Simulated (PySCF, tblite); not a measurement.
# Si₄N₃H₁₁: geometry, infrared bands and NMR shifts

Wanted: the infrared bands and NMR shifts of Si₄N₃H₁₁ (`[SiH3]N([SiH3])[SiH]1N[SiH2]N1`), by calculation.

Programs: tblite 0.8.0 and PySCF 2.14.0, with density-fitted response routines of our own. Each step states its level of theory. These are calculated values for one molecule in the gas phase, unless marked as measured. Atoms count from 0, in the outputs and in this text.

### Step 1. The starting structure

18 atoms, charge 0, multiplicity 1; geometry from: force field or distance geometry start.

Bonds of the start (Å): Si0–N1 1.78, N1–Si2 1.76, N1–Si3 1.77, Si3–N4 1.79, N4–Si5 1.79, Si5–N6 1.80, N6–Si3 1.80, Si0–H7 1.48, Si0–H8 1.48, Si0–H9 1.47, Si2–H10 1.48, Si2–H11 1.46, Si2–H12 1.47, Si3–H13 1.49, N4–H14 1.07, Si5–H15 1.45, Si5–H16 1.48, N6–H17 1.05.

### Step 2. Geometry optimisation with GFN2-xTB

Job settings and geometry (Å):

```
{"job": {"kind": "relax", "xc": "GFN2-xTB", "basis": "xTB"}, "charge": 0, "multiplicity": 1}
Si    -1.547800     1.561600     0.426400
N     -1.155300     0.047800    -0.413700
Si    -2.227400    -1.302200    -0.057300
Si     0.484500    -0.407800     0.065800
N      1.623100    -0.763800    -1.273600
Si     2.873000    -0.229900    -0.102700
N      1.616400     0.941400     0.442900
H     -0.922900     1.630900     1.763800
H     -0.907800     2.622900    -0.381900
H     -2.989800     1.856100     0.457100
H     -2.448600    -2.053200    -1.318200
H     -1.556800    -2.223800     0.854400
H     -3.533700    -0.934300     0.505900
H      0.580800    -1.398700     1.176900
H      1.402000    -0.040000    -2.023400
H      4.063700     0.371100    -0.674000
H      3.111000    -1.345000     0.839600
H      1.526900     1.673400    -0.299600
```

Command:

```console
> OMP_NUM_THREADS=1 python probes_run.py task.json out
```

The driver reads the jobs from task.json and runs them one after another.

**Question.** This job is followed by: GFN2-xTB harmonic vibrations, gas phase; GIAO PBE0/pcSseg-1 NMR shielding, non-relativistic, gas phase. What will the session give for the following? strongest single infrared mode (GFN2-xTB); zero-point energy (GFN2-xTB); 1H shifts against TMS (PBE0/pcSseg-1, means over atoms taken as alike); 29Si shifts against TMS (PBE0/pcSseg-1, means over atoms taken as alike); 15N shifts against NH3 (PBE0/pcSseg-1, means over atoms taken as alike); surface potential, 1st and 99th percentile.

As calculated:

| quantity | value |
| --- | --- |
| strongest single infrared mode (GFN2-xTB) | 2258 cm⁻¹, 944 km/mol |
| zero-point energy (GFN2-xTB) | 68.7 kcal/mol |
| 1H shifts against TMS (PBE0/pcSseg-1, means over atoms taken as alike) | 5.79, 5.74, 5.67, 4.81, 0.54 ppm |
| 29Si shifts against TMS (PBE0/pcSseg-1, means over atoms taken as alike) | -24.0, -25.6, -54.4 ppm |
| 15N shifts against NH3 (PBE0/pcSseg-1, means over atoms taken as alike) | 34.3, 30.0 ppm |
| surface potential, 1st and 99th percentile | -0.67 V and 1.55 V |

**Reading.** Over 121 steps the energy fell by 2.004 eV; of the close pairs, Si3–Si5 changed most, 2.401 to 2.585 Å. All 48 modes are real, so the xTB geometry is a minimum. The strongest single mode, at 2258 cm⁻¹, moves mainly H13. GFN2-xTB is a fitted tight-binding method: band positions and strengths are rough. Its intensities can rank the bands wrongly. At PBE0/pcSseg-1: The widest tensor belongs to Si0, Si2: span 107 ppm, with a paramagnetic part of -477 ppm.
